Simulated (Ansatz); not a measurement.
**ZrF (sextet): wave-function methods side by side, def2-TZVPP**

An exercise on one series of results from a longer session: the logs are not shown, and one member is left open.

Computed with Ansatz 0.2.0, Gaussian basis. Level: def2-TZVPP, core rule «outside noble gas», up to 5 orbitals frozen.

To be run: UHF; ROHF; CCSD(T) on UHF.

**What is computed**

The geometry is a PBE0/def2-TZVP stationary point (not a proven minimum) of the parent state, kept for this charge and spin. No spin-orbit coupling is included. Elements past krypton take def2 core potentials.

2 atoms, charge 0, spin multiplicity 6.

Atoms are counted from 1 here; the program's logs count them from 0.

Bond lengths: Zr1–F2 1.889 Å.

The first run:

Contents of in.yaml:

```yaml
crystal:
  periodic: [false, false, false]
  atoms:
    - {symbol: Zr, position_ang: [0.000000, 0.000000, 0.000000]}
    - {symbol: F, position_ang: [0.000000, 0.000000, 1.888800]}
basis:
  gaussian: {orbitals: def2-TZVPP}
magnetization: {spin_polarized: true, initial_magnetization: 5}
hamiltonian: {xc: hf}
output: {orbitals: {seedname: orbitals}}
```

Started as:

```
> ansatz run in.yaml --threads 1 --pin off --events-out ev --progress --plain --max-ram 4096MiB --backend cpu
```

Steps of the session up to this table: UHF; ROHF; CCSD(T) on UHF.

One of the session's tables, all rows but one given; the rest of the session is left out.

| method | from UCCSD(T) (kJ/mol) |
| --- | --- |
| ROHF | +713.9 |
| UHF | +690.3 |
| UMP2 | +70.8 |
| UCCSD | ? |
| UCCSD(T) | 0 |

Q: Estimate the row for UCCSD from the others.

**Answer.** from UCCSD(T) (kJ/mol): +15.3. In the column «from UCCSD(T) (kJ/mol)» it lies between UCCSD(T) (0) and UMP2 (+70.8).
